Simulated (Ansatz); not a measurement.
**C2H6BFSi: one species, many methods**

One table from this session's results is given with a row withheld; the runs are named, their logs left out.

Program: Ansatz 0.2.0, Gaussian basis. Level of theory: functionals in def2-TZVPP, the program's frozen cores in correlated methods. These are calculated values, not measurements.

Plan: PBE-D4, r2SCAN-D4, PBE0-D4, B3LYP-D4, ωB97X-V, ωB97M-V, B2PLYP; CCSD(T)/def2-TZVPP; MP2/def2-QZVPP; extrapolation to the limit.

**The relaxed structure**

An earlier PBE0-D4 in a triple-zeta def2 set relaxation fixed the geometry.

SMILES `B[SiH](F)C=C`, 11 atoms, charge 0, spin multiplicity 1.

Atoms are counted from 1 here; the program's logs count them from 0.

Bond lengths: B1–Si2 2.002 Å, B1–H6 1.197 Å, B1–H7 1.195 Å, Si2–F3 1.609 Å, Si2–C4 1.857 Å, Si2–H8 1.492 Å, C4–C5 1.331 Å, C4–H9 1.089 Å, C5–H10 1.086 Å, C5–H11 1.086 Å. Angles: Si2–B1–H6 118.7°, Si2–B1–H7 123.7°, H6–B1–H7 117.5°, B1–Si2–F3 112.7°, B1–Si2–C4 108.9°, B1–Si2–H8 110.5°, F3–Si2–C4 107.3°, F3–Si2–H8 106.9°, C4–Si2–H8 110.5°, Si2–C4–C5 122.7°, Si2–C4–H9 118.6°, C5–C4–H9 118.7°, C4–C5–H10 122.1°, C4–C5–H11 121.6°, H10–C5–H11 116.4°.

The first run:

File in.yaml:

```yaml
crystal:
  periodic: [false, false, false]
  atoms:
    - {symbol: B, position_ang: [0.361042, 2.051435, 0.566825]}
    - {symbol: Si, position_ang: [0.606291, 0.441341, -0.597743]}
    - {symbol: F, position_ang: [1.995617, -0.320410, -0.317524]}
    - {symbol: C, position_ang: [-0.764465, -0.764208, -0.255856]}
    - {symbol: C, position_ang: [-0.550448, -1.962881, 0.281107]}
    - {symbol: H, position_ang: [-0.622457, 2.719722, 0.425644]}
    - {symbol: H, position_ang: [1.128820, 2.372552, 1.424152]}
    - {symbol: H, position_ang: [0.609681, 0.834227, -2.036880]}
    - {symbol: H, position_ang: [-1.787377, -0.468600, -0.485485]}
    - {symbol: H, position_ang: [-1.361405, -2.656301, 0.485827]}
    - {symbol: H, position_ang: [0.450002, -2.303775, 0.530535]}
basis:
  gaussian: {orbitals: def2-TZVPP}
hamiltonian: {xc: pbe, dispersion: d4}
output: {forces: true, orbitals: {seedname: orbitals}}
```

On the command line:

```
> ansatz run in.yaml --threads 4 --pin off --events-out ev --progress --plain --max-ram 10444MiB
```

Steps of the session up to this table: PBE-D4 (GGA); r2SCAN-D4 (meta-GGA); PBE0-D4 (hybrid); B3LYP-D4 (hybrid); ωB97X-V (range-separated); ωB97M-V (range-separated); B2PLYP (double hybrid); CCSD(T) in def2-TZVPP; MP2 in def2-QZVPP.

One table of the session follows, with a row left open; its other results are not shown here.

```
            method  atomisation energy (kcal/mol)
            PBE-D4                         1009.6
         r2SCAN-D4                          999.7
           PBE0-D4                          996.5
          B3LYP-D4                          997.5
           ωB97X-V                          998.3
           ωB97M-V                          998.1
            B2PLYP                          987.6
     HF/def2-TZVPP                          762.6
    MP2/def2-TZVPP                          986.1
   CCSD/def2-TZVPP                          958.8
CCSD(T)/def2-TZVPP                              ?
           MP2/CBS                         1009.7
       CCSD(T)/CBS                          994.7
```

Estimate the missing values for CCSD(T)/def2-TZVPP.

The run gave: atomisation energy (kcal/mol): 971.2. In the column «atomisation energy (kcal/mol)» it lies between CCSD/def2-TZVPP (958.8) and MP2/def2-TZVPP (986.1).
